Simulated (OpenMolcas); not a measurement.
**Cs: CASSCF and CASPT2 terms and fine-structure levels**

Wanted: the level scheme of Cs from active-space wave functions, then second-order correlation under several settings.

The numbers are computed with OpenMolcas 26.06 (state-averaged CASSCF and CASPT2, spin-orbit coupling by RASSI with atomic mean-field integrals), except any that are marked as measured or tabulated.

**1. The atom as given**

| Quantity | Value |
| --- | --- |
| Species | Cs (caesium, Z = 55, 55 electrons) |
| Basis | ANO-RCC-VDZP [7s6p3d1f], 47 functions |
| Scalar Hamiltonian | X2C, point nucleus |
| Inactive shells | 1s 2s 2p 3s 3p 3d 4s 4p 4d 5s 5p |
| Active space | 1 electron in 8 orbitals (6s 6p 7s 7p) |
| Some configurations of this space | 6p, 6s |
| Orbitals | optimised for the ground-state spin in each parity, averaged over the low roots |

Outer shells as boxes (Hund's rule):

6p
```
6p [↑ ][  ][  ]
```

6s
```
6s [↑ ]
```

Each step is its own input file, run in one work folder so that later steps find the files of earlier ones. Labels, J, g values, rates, χT and fits are worked out afterwards by a script from the matrices that RASSI stores.

**2. Basis and integrals**

The input, a.inp:

```
&GATEWAY
Coord
1

Cs 0.0 0.0 0.0
Basis=ANO-RCC-VDZP
Group=XYZ
NoMove
AngMom=0.0 0.0 0.0
AMFI
RX2C
&SEWARD
```

Run with:

```bash
> OMP_NUM_THREADS=1 MOLCAS_MEM=2252 MOLCAS_PROJECT=a pymolcas a.inp > a.log
```

**3. Start orbitals from a smaller active space**

The input, a.inp:

```
&RASSCF
FileOrb=start.orb
Symmetry=1
Spin=2
nActEl=1 0 0
Inactive=15 12
Ras2=1 3
CIRoot=1 1 1
SDav=1
CIMx=300
Iter=120 100
PrWF=0.3
OrbListing=Nothing
MaxOrb=0
Atom
>>> COPY $Project.JobIph JOBPRE
```

**4. Reference wave functions, doublets of even parity, 1 root**

The input, a.inp:

```
&RASSCF
FileOrb=start.orb
Symmetry=1
Spin=2
nActEl=1 0 0
Inactive=15 12
Ras2=2 6
CIRoot=1 1 1
SDav=2
CIMx=300
Iter=120 100
PrWF=0.3
OrbListing=Nothing
MaxOrb=0
Atom
>>> COPY $Project.JobIph JOB001
```

**5. CASSCF: doublets of odd parity, 3 roots**

The input, a.inp:

```
&RASSCF
FileOrb=start.orb
Symmetry=2
Spin=2
nActEl=1 0 0
Inactive=15 12
Ras2=2 6
CIRoot=3 3 1
SDav=6
CIMx=300
Iter=120 100
PrWF=0.3
OrbListing=Nothing
MaxOrb=0
Atom
>>> COPY $Project.JobIph JOB002
```

**6. State interaction with spin-orbit coupling**

The input, a.inp:

```
&RASSI
NrOfJobIphs=2 1 3
1
1 2 3
IphNames
JOB001
JOB002
EJob
SpinOrbit
DIPRint=1.0
SOCoupling=1000.0
Subsets=2
MEES
Property=10
'ANGMOM' 1 'ANGMOM' 2 'ANGMOM' 3 'MLTPL  1' 1 'MLTPL  1' 2 'MLTPL  1' 3
'AMFI' 1 'AMFI' 2 'AMFI' 3 'MLTPL  2' 6
SOProperty=3
'ANGMOM' 1 'ANGMOM' 2 'ANGMOM' 3
```

**7. CASPT2: IPEA 0.2, sigma1 regulariser 0.1 (closed shells correlated: 4d 5s 5p), extended multistate**

The input, a.inp:

```
>>> COPY JOB001 $Project.JobIph
&CASPT2
Multistate=1 1
Frozen=9 9
IPEA=0.2
Sig1=0.1
MaxIter=60
WThr=0.0 0.3 0.05
PrWF=0.5
NoMix
>>> COPY JOB002 $Project.JobIph
&CASPT2
XMultistate=3 1 2 3
Frozen=9 9
IPEA=0.2
Sig1=0.1
MaxIter=60
WThr=0.0 0.3 0.05
PrWF=0.5
NoMix
```

**8. CASPT2: IPEA 0.1, sigma2 regulariser 0.15 (closed shells correlated: 4d 5s 5p)**

The input, a.inp:

```
>>> COPY JOB001 $Project.JobIph
&CASPT2
Multistate=1 1
Frozen=9 9
IPEA=0.1
Sig2=0.15
MaxIter=60
WThr=0.0 0.3 0.05
PrWF=0.5
NoMix
>>> COPY JOB002 $Project.JobIph
&CASPT2
Multistate=3 1 2 3
Frozen=9 9
IPEA=0.1
Sig2=0.15
MaxIter=60
WThr=0.0 0.3 0.05
PrWF=0.5
NoMix
```

**9. CASPT2: IPEA 0, imaginary shift 0.4 (closed shells correlated: 4d 5s 5p)**

a.inp: that of step 8 with these lines changed.

```diff
@@ -4,4 +4,4 @@
 Frozen=9 9
-IPEA=0.1
-Sig2=0.15
+IPEA=0.0
+Imaginary=0.4
 MaxIter=60
@@ -14,4 +14,4 @@
 Frozen=9 9
-IPEA=0.1
-Sig2=0.15
+IPEA=0.0
+Imaginary=0.4
 MaxIter=60
```

(Steps that only read results are left out.)

What does the calculation give? Wanted: lowest level; first excited level; strongest of the lines computed, by gA, at CASSCF energies.

**Answer**, as computed:

| quantity | value |
| --- | --- |
| method | XMS-CASPT2, IPEA 0.2, sigma1 regulariser 0.1 (closed shells correlated: 4d 5s 5p) |
| lowest level | 6s 2S 1/2, 100 % of that term, g = 2.002 |
| ground level listed by NIST | 2S1/2 |
| first excited level | 6p 2P* 1/2 at 10180 cm-1 |
| strongest of the lines computed, by gA, at CASSCF energies | 6p 2P* 3/2 → 6s 2S 1/2, 1040 nm, A = 2.47e+07 s⁻¹ |

What each method costs and misses:

| method | time of its own steps | time with the reference | mean absolute difference from the measured levels (cm-1) |
| --- | --- | --- | --- |
| A. CASSCF | 6.3 s | 6.3 s | 2000 |
| B. XMS-CASPT2, IPEA 0.2, sigma1 regulariser 0.1, +4d 5s 5p | 0.83 s | 7.1 s | 1100 |
| C. SS-CASPT2, IPEA 0.1, sigma2 regulariser 0.15, +4d 5s 5p | 0.83 s | 7.1 s | 1100 |
| D. SS-CASPT2, IPEA 0, imaginary shift 0.4, +4d 5s 5p | 0.83 s | 7.1 s | 1100 |

Times are of one thread on a shared host.

**Reading.** Method D lies closest to the measured levels (1100 cm⁻¹ on average, level with C) and A farthest (2000). Only the configurations of the active space and the roots asked for are present. Not all states of the active space went into the spin-orbit step. The levels of the extra active shells were not computed. Only valence configurations of the active space appear, up to the ionisation limit; * or ° marks odd parity.
